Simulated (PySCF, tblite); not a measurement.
**C₅H₄F₄O+ (doublet): geometry, infrared bands and EPR parameters**

Wanted: the infrared bands and EPR parameters of C₅H₄F₄O+ (doublet) (`[CH2+][CH]O/C(F)=C/C(F)(F)F`), by calculation.

Computed with tblite 0.8.0 and PySCF 2.14.0, with density-fitted response routines of our own, on a single molecule in the gas phase. Atoms are numbered from 0 throughout.

## (1) Starting geometry

14 atoms, charge 1, multiplicity 2; geometry from: force field or distance geometry start.

Bonds of the start (Å): C0–C1 1.44, C1–O2 1.35, O2–C3 1.39, C3–F4 1.35, C3–C5 1.34, C5–C6 1.47, C6–F7 1.35, C6–F8 1.36, C6–F9 1.35, C0–H10 1.08, C0–H11 1.07, C1–H12 1.09, C5–H13 1.08.

## (2) Relaxing the molecule with GFN2-xTB

The job: settings as JSON, then the geometry in Å.

```
{"job": {"kind": "relax", "xc": "GFN2-xTB", "basis": "xTB"}, "charge": 1, "multiplicity": 2}
C      3.330000    -0.303200    -0.206600
C      2.071000     0.290100     0.146800
O      0.956400    -0.375200    -0.233500
C     -0.281300     0.179300     0.091000
F     -0.352800     1.322900     0.807700
C     -1.410600    -0.444200    -0.271100
C     -2.773100     0.030200     0.020700
F     -3.464600     0.233400    -1.117800
F     -3.456300    -0.903800     0.738000
F     -2.833100     1.181900     0.731300
H      3.346500    -1.227300    -0.769500
H      4.242300     0.180100     0.085000
H      1.967500     1.203300     0.723800
H     -1.342500    -1.368100    -0.832700
```

Started as:

```bash
OMP_NUM_THREADS=1 python probes_run.py task.json out
```

One launch serves the whole session: the jobs run in the order shown.

**Question.** This job is followed by: GFN2-xTB harmonic vibrations, gas phase; UKS B3LYP, pcH-1 on C F H O, non-relativistic, mean-field spin-orbit, GIAO. What will the session give for the following? strongest single infrared mode (GFN2-xTB); zero-point energy (GFN2-xTB); g(iso) (B3LYP); ⟨S²⟩; largest a(iso) (averaged by class).

The runs gave:

| quantity | value |
| --- | --- |
| strongest single infrared mode (GFN2-xTB) | 1162 cm⁻¹, 274 km/mol |
| zero-point energy (GFN2-xTB) | 50.5 kcal/mol |
| g(iso) (B3LYP) | 2.00344 |
| ⟨S²⟩ | 0.773 (exact 0.75) |
| largest a(iso) (averaged by class) | 13C on C5, 41.5 MHz |

What this shows: The optimisation took 36 steps and gained 0.433 eV; among the close pairs (by a distance rule), O2–C3 changed most, from 1.395 to 1.312 Å. The lowest mode is imaginary (22i cm⁻¹), so the xTB geometry is not a minimum. The strongest single mode, at 1162 cm⁻¹, has its largest shares on C6, O2, F9 and H13 (the list is cut at 4 atoms). Unscaled tight-binding wavenumbers are off by several per cent, some by more. Its intensities can rank the bands wrongly. The largest spin populations lie on C5 (0.50 e), C0 (0.41 e). The isotropic g lies 1.1 ppt above the free-electron value.
